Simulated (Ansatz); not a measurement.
# MnPt2 (P-3m1) in Ansatz: further runs

One crystal, MnPt2, is run at these levels: PBE; tasks: single point.

Everything below comes from runs of Ansatz 0.2.0. Logs are shortened: lines on timing, memory, paths and dates and some standing lists are left out, and cuts for length are marked.

### 1 Starting point

The structure is trigonal, space group P-3m1 (No. 164). Conventional cell: a = 2.858 Å, b = 2.858 Å, c = 6.533 Å, α = 90.00°, β = 90.00°, γ = 120.00°. Pt (site symmetry 3m) has 3 Mn at 2.64 Å and 9 Pt at 2.86 to 2.91 Å as nearest neighbours. Mn (site symmetry -3m) has 6 Pt at 2.64 Å and 6 Mn at 2.86 Å as nearest neighbours.

The cell comes from a database or a generator and needn't be the stable form of this composition.

### 2 Single point, PBE, collinear spin, program default start

input.yaml reads:

```yaml
crystal:
  lattice:
    - [2.8584044518, 0.0, 0.0]
    - [-1.4292022259, 2.4754508696, 0.0]
    - [0.0, 0.0, 6.532504]
  atoms:
    - { symbol: Pt, position: [0.6666666667, 0.3333333333, 0.316206] }
    - { symbol: Pt, position: [0.3333333333, 0.6666666667, 0.683794] }
    - { symbol: Mn, position: [0.0, 0.0, 0.0] }
hamiltonian:
  xc: pbe
  pseudopotentials: { kind: paw }
magnetization:
  spin_polarized: true
  initial_magnetization: 0.0
  spin_locking: { lock_magnetization: hard }
kpoints:
  mp_grid: { grid: [9, 9, 4] }
scf:
  occupations: { method: fermi_dirac, width: 0.05 }
  lower_state_search: "off"
output:
  forces: true
  stress: true
  eigenvalues: true
```

Potentials or basis: Ansatz PAW.

The run is started by

```bash
ansatz run input.yaml --threads 2 --pin off --max-ram 5632MiB --backend cpu --events-out ev --progress --plain --runs-dir out
```

Standard output:

```text
Warning: output.stress: scf.convergence.dr2_threshold = 1e-7 eV (the SCF's general default) is looser than the 3e-10 eV advised for a printed stress (1e-10 eV for each atom of the cell: 3). What an SCF threshold leaves in a stress goes as its square root, and in the free energy as the threshold itself, and one threshold admits the most on a small cell: of the crystals measured, under no hybrid functional and no lock of the moments, on runs that ended without the residual-converged pass, on stresses that held no estimate of that error, the worst erred by over 100 MPa in a component at 1e-7 eV an atom and by under 5 at 1e-10. Set scf.convergence.dr2_threshold to 3e-10 eV or tighter. The threshold is an SCF's pass mark: one that does not reach it within its budget of iterations ends unconverged, or closes short of it on a stop that the run arms, and scf.convergence.dr2_threshold's page says what that costs each kind of run
Warning: RAYON_NUM_THREADS=2 ignored (pool sized by the plan → 2); use --threads N
Engine: ansatz 0.2.0, aarch64-unknown-linux-gnu
Pseudopotentials: kind: paw
Pseudopotential: Pt, paw, valence charge 18, recommended cutoff 420 eV (normal), Pt.paw.azcp
Pseudopotential: Mn, paw, valence charge 15, recommended cutoff 420 eV (normal), Mn.paw.azcp
Functional definition: PBE
  parameter kappa = 0.804
  parameter beta = 0.06672455060314922
  exchange = pbe_x(kappa = kappa, mu = beta*pi^2/3)
  correlation = pbe_c(beta = beta)
Crystal: 3 atoms, lattice volume = 46.223 Å³
Basis set: ecut = 420 eV, 897 PW (Γ), exchange–correlation on 40×40×90 points (8 copies of the dense FFT grid, shifted against one another)
Bands: 31, of which v1, the nominal top of the filled ones, is band 26 counted from 1 (25 counted from 0)
Symmetry: 12 space group operations
Space group: P-3m1 (ITA 164), of the structure as read, at distance tolerance 3.6e-5 Å
k-points: 43 of 324
Non-local potential: Pt, projectors of the file, l = 0: 3, l = 1: 2, l = 2: 2, l = 3: 1
Non-local potential: Mn, projectors of the file, l = 0: 3, l = 1: 2, l = 2: 3, l = 3: 1
PAW form: soft (Blöchl's): semilocal exchange-correlation on the pseudo side does not see the compensation charge
PAW one-centre angular grid: Pt, 590 points (default); XC on 64 Gauss nodes
PAW one-centre angular grid: Mn, 590 points (default); XC on 64 Gauss nodes
Initial density: superposition of atomic densities (chi_scale 0.1, normalization cell, long waves kept (reshape's long-wave potential 0.32 eV rms))
Initial wavefunctions: pseudopotential atomic-orbital guess
Functional: x = pbe(κ = 0.804, μ = 0.2195149727645171), c = pbe(β = 0.06672455060314922)
SCF iter   1: F=—  HF=-28984.552542 eV  |F-HF|=—  |Δ(HF+E_count)|=         —  Δρ=3.35e-1 (↑3.35e-1 ↓3.35e-1)  dr2=4.68e2  dr2_m=0.00e0  M=0.000 μB ∫|m|=0.000 μB  β_m=0.30  ethr=3.10e-3  ⟨swp⟩=5.7  Hψ=4637  notcnv=0
preconditioner: auto → Kerker (q_TF=auto, 2.773 Å⁻¹)  [metal: Δε(μ)=0.016 eV  Ē_g=7.402 eV  σ=0.050 eV  W_gap=0.08  n_scr=22 (ndim 8)  ℏωp=28.4 eV  f_vac=0.000  D(μ)=4.13/eV (n_scr^D=50)]
spin=Collinear: Kerker preconditioning applied to the charge; magnetization (m = ρ↑ − ρ↓) channel mixes plain (no charge-response kernel on spin).
SCF iter   2: F=—  HF=-28951.802450 eV  |F-HF|=—  |Δ(HF+E_count)|=    3.28e1  Δρ=1.64e-1 (↑1.64e-1 ↓1.64e-1)  dr2=3.52e1  dr2_m=0.00e0  M=0.000 μB ∫|m|=0.000 μB  β_m=0.26  ethr=3.10e-3  ⟨swp⟩=4.2  Hψ=3590  notcnv=0  defer=5
SCF iter   3: F=—  HF=-28948.359730 eV  |F-HF|=—  |Δ(HF+E_count)|=    3.44e0  Δρ=7.11e-2 (↑7.11e-2 ↓7.11e-2)  dr2=5.00e1  dr2_m=0.00e0  M=0.000 μB ∫|m|=0.000 μB  β_m=0.32  ethr=3.10e-3  ⟨swp⟩=4.0  Hψ=3231  notcnv=0  defer=1
SCF iter   4: F=—  HF=-28948.279914 eV  |F-HF|=—  |Δ(HF+E_count)|=   7.98e-2  Δρ=1.48e-1 (↑1.48e-1 ↓1.48e-1)  dr2=5.82e1  dr2_m=0.00e0  M=0.000 μB ∫|m|=0.000 μB  β_m=0.33  ethr=3.10e-3  ⟨swp⟩=3.8  Hψ=2919  notcnv=0
SCF iter   5: F=—  HF=-28946.249358 eV  |F-HF|=—  |Δ(HF+E_count)|=    2.03e0  Δρ=1.06e-1 (↑1.06e-1 ↓1.06e-1)  dr2=2.97e1  dr2_m=0.00e0  M=0.000 μB ∫|m|=0.000 μB  β_m=0.67  ethr=3.10e-3  ⟨swp⟩=2.1  Hψ=1877  notcnv=0
SCF iter   6: F=—  HF=-28944.721025 eV  |F-HF|=—  |Δ(HF+E_count)|=    1.53e0  Δρ=2.65e-2 (↑2.65e-2 ↓2.65e-2)  dr2=3.45e0  dr2_m=0.00e0  M=0.000 μB ∫|m|=0.000 μB  β_m=0.66  ethr=3.10e-3  ⟨swp⟩=2.9  Hψ=2436  notcnv=0
SCF iter   7: F=—  HF=-28944.594763 eV  |F-HF|=—  |Δ(HF+E_count)|=   1.26e-1  Δρ=5.20e-3 (↑5.20e-3 ↓5.20e-3)  dr2=1.89e-1  dr2_m=0.00e0  M=0.000 μB ∫|m|=0.000 μB  β_m=0.60  ethr=3.10e-3  ⟨swp⟩=2.0  Hψ=1800  notcnv=0
SCF iter   8: F=—  HF=-28944.582863 eV  |F-HF|=—  |Δ(HF+E_count)|=   1.19e-2  Δρ=2.01e-3 (↑2.01e-3 ↓2.01e-3)  dr2=2.32e-2  dr2_m=0.00e0  M=0.000 μB ∫|m|=0.000 μB  β_m=0.80  ethr=3.71e-4  ⟨swp⟩=2.1  Hψ=1413  notcnv=0
SCF iter   9: F=—  HF=-28944.584308 eV  |F-HF|=—  |Δ(HF+E_count)|=   1.44e-3  Δρ=5.29e-3 (↑5.29e-3 ↓5.29e-3)  dr2=9.43e-2  dr2_m=0.00e0  M=0.000 μB ∫|m|=0.000 μB  β_m=0.70  ethr=4.55e-5  ⟨swp⟩=2.0  Hψ=1735  notcnv=0  recentre
SCF iter  10: F=—  HF=-28944.581013 eV  |F-HF|=—  |Δ(HF+E_count)|=   3.29e-3  Δρ=9.49e-4 (↑9.49e-4 ↓9.49e-4)  dr2=2.08e-3  dr2_m=0.00e0  M=0.000 μB ∫|m|=0.000 μB  β_m=0.85  ethr=4.55e-5  ⟨swp⟩=2.0  Hψ=1621  notcnv=0
SCF iter  11: F=—  HF=-28944.580892 eV  |F-HF|=—  |Δ(HF+E_count)|=   1.21e-4  Δρ=1.44e-4 (↑1.44e-4 ↓1.44e-4)  dr2=4.43e-5  dr2_m=0.00e0  M=0.000 μB ∫|m|=0.000 μB  β_m=0.92  ethr=4.08e-6  ⟨swp⟩=1.1  Hψ=1370  notcnv=0
SCF iter  12: F=—  HF=-28944.580892 eV  |F-HF|=—  |Δ(HF+E_count)|=   2.11e-7  Δρ=2.73e-5 (↑2.73e-5 ↓2.73e-5)  dr2=1.40e-6  dr2_m=0.00e0  M=0.000 μB ∫|m|=0.000 μB  β_m=0.93  ethr=8.69e-8  ⟨swp⟩=1.1  Hψ=1341  notcnv=0
SCF iter  13: F=—  HF=-28944.580892 eV  |F-HF|=—  |Δ(HF+E_count)|=   1.65e-8  Δρ=1.12e-5 (↑1.12e-5 ↓1.12e-5)  dr2=2.85e-7  dr2_m=0.00e0  M=0.000 μB ∫|m|=0.000 μB  β_m=0.97  ethr=2.75e-9  ⟨swp⟩=2.1  Hψ=1695  notcnv=0
SCF iter  14: F=-28944.580892 eV  HF=-28944.580892 eV  |F-HF|=4.66e-9  |Δ(HF+E_count)|=   9.71e-9  Δρ=1.81e-6 (↑1.81e-6 ↓1.81e-6)  dr2=6.61e-9  dr2_m=0.00e0  M=0.000 μB ∫|m|=0.000 μB  ethr=1.96e-10  ⟨swp⟩=3.5  Hψ=3963  notcnv=0
SCF 1 converged in 14 iterations: F = -28944.580892 eV  dr2 = 6.61e-9
SCF converged after 14 iterations
Stability checked in part: among states of this total moment the steps that led to this state did not find it unstable. No probe was made; neither looks for a lower state of another moment (fixed_total_moment; see scf.lower_state_search)
Magnetization: 0.0000 μB (25.5000 up, 25.5000 down)
Absolute magnetization: 0.0000 μB (∫|ρ↑−ρ↓|)
Spin contamination: 0.0000 ħ² per cell (⟨S²⟩ above its minimum at these occupations)
Per-site moments (μB) at R_I (Å): [(0.0, 1.0906132915724027), (0.0, 1.0906132915724025), (0.0, 1.0906132915724025)]
Free energy (F): -28944.580892 eV
Harris-Foulkes:  -28944.580892 eV  (|F-HF|=4.66e-9)
Internal energy: -28944.536055 eV  (E = F + TS)
E sigma→0 (E₀):  -28944.558474 eV
Entropy (-TS):   -0.044836 eV (-14.945 meV/atom)
Fermi energy:    19.614457 (↑ 19.614457, ↓ 19.614457) eV
--- Per-component energies (eV) ---
  E_band       = -558.270133
  E_kinetic    = 1573.978420
  E_local      = -4967.368694  (includes V_loc(G=0)·N_el)
  E_nonlocal   = 638.444322
  E_hartree    = 1909.112496
  E_xc         = -635.435063
  E_vxc        = -748.750366  (∫ρ·V_xc dr)
  E_paw        = -20205.723530  (= ΣΔE_a)
  E_vpaw       = -872.800675  (= ΣTr[D̂ρ^β])
  E_aug_tail   = 0.000382  (compensation charges beyond the density's cutoff)
  E_ewald      = -7257.544389
  E_smearing   = -0.044836  (= −TS)
  E_closure    = -0.000000  (closes the sum)
  Σ components = -28944.580892   (vs F -28944.580892, Δ=0.00e0)
--- Forces (eV/Å), atoms counted from 1 ---
  atom   1  Pt    -0.00000000     0.00000000    -0.32943794
  atom   2  Pt     0.00000000    -0.00000000     0.32943794
  atom   3  Mn    -0.00000000    -0.00000000     0.00000000
  max |Σ_I F_I| component: 3.47e-18 eV/Å
--- Stress (GPa, compression-positive) ---
      -20.976156       0.000000       0.000000
        0.000000     -20.976156      -0.000000
        0.000000      -0.000000      -8.965103
  P = ⅓ Tr σ = -16.9725 GPa (-169.725 kbar)
--- Band table (eV; the first three rows and the last of 86) ---
  k-point 0 ↑: bands = ["-78.9251", "-78.9173", "-59.7062", "-33.2574", "-33.1258", "-32.9776", "-32.9776", "-32.9588", "-32.9588", "-28.5386", "-28.3277", "-28.3277", "10.4592", "12.6213", "14.3079", "16.1159", "16.1159", "16.2199", "16.2199", "16.6013", "17.1393", "17.3043", "17.3043", "18.4352", "18.4352", "18.6703", "19.2774", "19.2774", "19.9404", "19.9404", "29.8435"]
  k-point 1 ↑: bands = ["-78.9251", "-78.9173", "-59.7062", "-33.2602", "-33.1230", "-32.9777", "-32.9777", "-32.9587", "-32.9587", "-28.5388", "-28.3277", "-28.3277", "10.6948", "12.3416", "14.1063", "15.8480", "16.1144", "16.1144", "16.2542", "16.2542", "17.4035", "17.4035", "18.1361", "18.1361", "18.1905", "19.0994", "19.2834", "19.2834", "20.1222", "20.1222", "27.5620"]
  k-point 2 ↑: bands = ["-78.9251", "-78.9173", "-59.7062", "-33.2627", "-33.1203", "-32.9778", "-32.9778", "-32.9586", "-32.9586", "-28.5390", "-28.3277", "-28.3277", "11.1036", "11.8548", "13.9260", "15.6579", "16.0992", "16.0992", "16.3112", "16.3112", "17.6139", "17.6139", "17.7632", "17.7632", "18.3142", "19.2691", "19.2691", "20.0698", "20.2784", "20.2784", "26.0745"]
  k-point 42 ↓: bands = ["-78.9055", "-78.9055", "-59.6877", "-33.1895", "-33.1895", "-33.1691", "-33.1293", "-33.1128", "-33.1128", "-28.5231", "-28.4204", "-28.4204", "14.8321", "14.8321", "14.8744", "15.1910", "15.5483", "15.5483", "15.7833", "16.7952", "16.7952", "17.4451", "19.2281", "19.2281", "19.7396", "19.7396", "20.1940", "24.1933", "24.1933", "24.6588", "24.6588"]
```

Wall time 3.4 s (2 threads of Arm Neoverse V1, shared host); peak memory 0.37 GiB.

What came out:

* Free energy: -28944.5809 eV
* Pressure: -17.0 GPa
* Largest force: 0.329 eV/Å
* Net moment: 0.00 μB per cell
* Absolute moment: 0.00 μB per cell

Forces in eV/Å, atoms in the order of the input:
```
Pt   0.000  0.000 -0.329
Pt   0.000  0.000  0.329
Mn   0.000  0.000  0.000
```

Caveat: the total moment is fixed, so each spin has its own Fermi level; the thresholds are loose for stress. The run has no spin-orbit coupling, so splittings on Pt are missing.

### 3 Single point, PBE, collinear spin, ferromagnetic start

input.yaml: that of step 2 with these lines changed.

```diff
@@ -8,3 +8,3 @@
     - { symbol: Pt, position: [0.3333333333, 0.6666666667, 0.683794] }
-    - { symbol: Mn, position: [0.0, 0.0, 0.0] }
+    - { symbol: Mn, position: [0.0, 0.0, 0.0], spin: 1.0 }
 hamiltonian:
@@ -14,3 +14,3 @@
   spin_polarized: true
-  initial_magnetization: 0.0
+  initial_magnetization: 1.0
   spin_locking: { lock_magnetization: hard }
```

Potentials or basis: Ansatz PAW.

The run is started by

```bash
ansatz run input.yaml --threads 2 --pin off --max-ram 5632MiB --backend cpu --events-out ev --progress --plain --runs-dir out
```

Wall time 8.1 s (2 threads of Arm Neoverse V1, shared host); peak memory 0.38 GiB.

The run converged. Its results:

| Quantity | Value |
| --- | --- |
| Free energy | -28944.7332 eV |
| Pressure | -13.9 GPa |
| Largest force | 0.292 eV/Å |
| Net moment | 1.00 μB per cell |
| Absolute moment | 1.89 μB per cell |
| Site moments | Pt -0.20; Mn +1.41 μB |

Forces on the atoms (eV/Å):
```
Pt   0.000  0.000 -0.292
Pt   0.000  0.000  0.292
Mn   0.000  0.000  0.000
```

Stress tensor (GPa, compression positive):
```
-17.06   0.00   0.00
  0.00 -17.06   0.00
  0.00   0.00  -7.65
```

Caveat: the total moment is fixed, so each spin has its own Fermi level; the thresholds are loose for stress.

### 4 Single point, PBE, collinear spin, ferromagnetic start

input.yaml: that of step 3 with these lines changed.

```diff
@@ -8,3 +8,3 @@
     - { symbol: Pt, position: [0.3333333333, 0.6666666667, 0.683794] }
-    - { symbol: Mn, position: [0.0, 0.0, 0.0], spin: 1.0 }
+    - { symbol: Mn, position: [0.0, 0.0, 0.0], spin: 2.0 }
 hamiltonian:
@@ -14,3 +14,3 @@
   spin_polarized: true
-  initial_magnetization: 1.0
+  initial_magnetization: 2.0
   spin_locking: { lock_magnetization: hard }
```

Potentials or basis: Ansatz PAW.

The run is started by

```bash
ansatz run input.yaml --threads 2 --pin off --max-ram 5632MiB --backend cpu --events-out ev --progress --plain --runs-dir out
```

Standard output:

```text
[... 86 lines left out ...]
  k-point 1 ↑: bands = ["-78.7794", "-78.7716", "-60.7506", "-33.1089", "-32.9713", "-32.8245", "-32.8245", "-32.8054", "-32.8054", "-29.5497", "-29.3776", "-29.3776", "10.7148", "12.3901", "13.9987", "15.9560", "16.1783", "16.1783", "16.3860", "16.3860", "17.2124", "17.2124", "17.6431", "18.1798", "18.1798", "18.3680", "18.3680", "18.9153", "19.5996", "19.5996", "27.4641", "33.3055"]
  k-point 2 ↑: bands = ["-78.7794", "-78.7716", "-60.7506", "-33.1124", "-32.9676", "-32.8246", "-32.8246", "-32.8053", "-32.8053", "-29.5500", "-29.3776", "-29.3776", "11.1793", "11.8125", "13.8475", "15.7963", "16.1607", "16.1607", "16.4632", "16.4632", "17.3194", "17.3194", "17.6209", "17.8873", "17.8873", "18.3015", "18.3015", "19.8125", "19.8125", "20.0252", "25.9511", "34.0224"]
  k-point 42 ↓: bands = ["-78.8563", "-78.8563", "-58.1275", "-33.1520", "-33.1520", "-33.1485", "-33.1094", "-33.0684", "-33.0684", "-27.0637", "-26.8834", "-26.8834", "14.8810", "14.8810", "14.9195", "15.3303", "15.6729", "15.6729", "15.7899", "17.0469", "17.0469", "17.4785", "20.1292", "20.1292", "20.4476", "20.4476", "21.2966", "24.6007", "24.6007", "24.9616", "24.9616", "25.2855"]
```

Wall time 6.6 s (2 threads of Arm Neoverse V1, shared host); peak memory 0.38 GiB.

What came out:

* Free energy: -28944.9734 eV
* Pressure: -10.5 GPa
* Largest force: 0.167 eV/Å
* Net moment: 2.00 μB per cell
* Absolute moment: 2.85 μB per cell
* Site moments: Pt -0.18; Mn +2.36 μB

Forces on the atoms (eV/Å):
```
Pt   0.000  0.000 -0.167
Pt   0.000  0.000  0.167
Mn   0.000  0.000  0.000
```

Stress tensor (GPa, compression positive):
```
-12.77   0.00   0.00
  0.00 -12.77   0.00
  0.00   0.00  -6.02
```

Caveat: the total moment is fixed, so each spin has its own Fermi level; the thresholds are loose for stress.

### 5 Single point, PBE, collinear spin, ferromagnetic start

input.yaml: that of step 4 with these lines changed.

```diff
@@ -8,3 +8,3 @@
     - { symbol: Pt, position: [0.3333333333, 0.6666666667, 0.683794] }
-    - { symbol: Mn, position: [0.0, 0.0, 0.0], spin: 2.0 }
+    - { symbol: Mn, position: [0.0, 0.0, 0.0], spin: 3.0 }
 hamiltonian:
@@ -14,3 +14,3 @@
   spin_polarized: true
-  initial_magnetization: 2.0
+  initial_magnetization: 3.0
   spin_locking: { lock_magnetization: hard }
@@ -25 +25,5 @@
   eigenvalues: true
+  write_density: true
+  write_potential: true
+  elf: true
+  volumetric_format: npy
```

The run is started by

```bash
ansatz run input.yaml --threads 2 --pin off --max-ram 5632MiB --backend cpu --events-out ev --progress --plain --runs-dir out
```

Wall time 8.1 s (2 threads of Arm Neoverse V1, shared host); peak memory 0.39 GiB.

Results (log left out):

```
Free energy     : -28945.2272 eV
Pressure        : -6.4 GPa
Largest force   : 0.054 eV/Å
Net moment      : 3.00 μB per cell
Absolute moment : 3.44 μB per cell
Site moments    : Pt -0.07; Mn +3.07 μB
```

Forces on the atoms (eV/Å):
```
Pt   0.000  0.000 -0.054
Pt   0.000  0.000  0.054
Mn   0.000  0.000  0.000
```

Stress tensor (GPa, compression positive):
```
-7.69  0.00  0.00
 0.00 -7.69  0.00
 0.00  0.00 -3.74
```

Caveat: the total moment is fixed, so each spin has its own Fermi level; the thresholds are loose for stress.

### 6 The runs side by side

```tsv
spin	fixed moment (μB)	pressure (GPa)	moment (μB)	largest force (eV/Å)
collinear, program default start	0.0	-17.0	0.00	0.33
collinear, ferromagnetic start	1.0	-13.9	1.00	0.29
collinear, ferromagnetic start	2.0	-10.5	2.00	0.17
collinear, ferromagnetic start	3.0	-6.4	3.00	0.05
```

Alike in all rows: task single point; level PBE; potentials or basis Ansatz PAW; cell as given; k mesh 9 × 9 × 4; cutoff (eV) 420; smearing fermi-dirac 0.05 eV.

Caveats: the total moment is fixed, so each spin has its own Fermi level; the thresholds are loose for stress.

Total energies depend on the potentials used, so only differences within one code and one set of settings carry meaning.
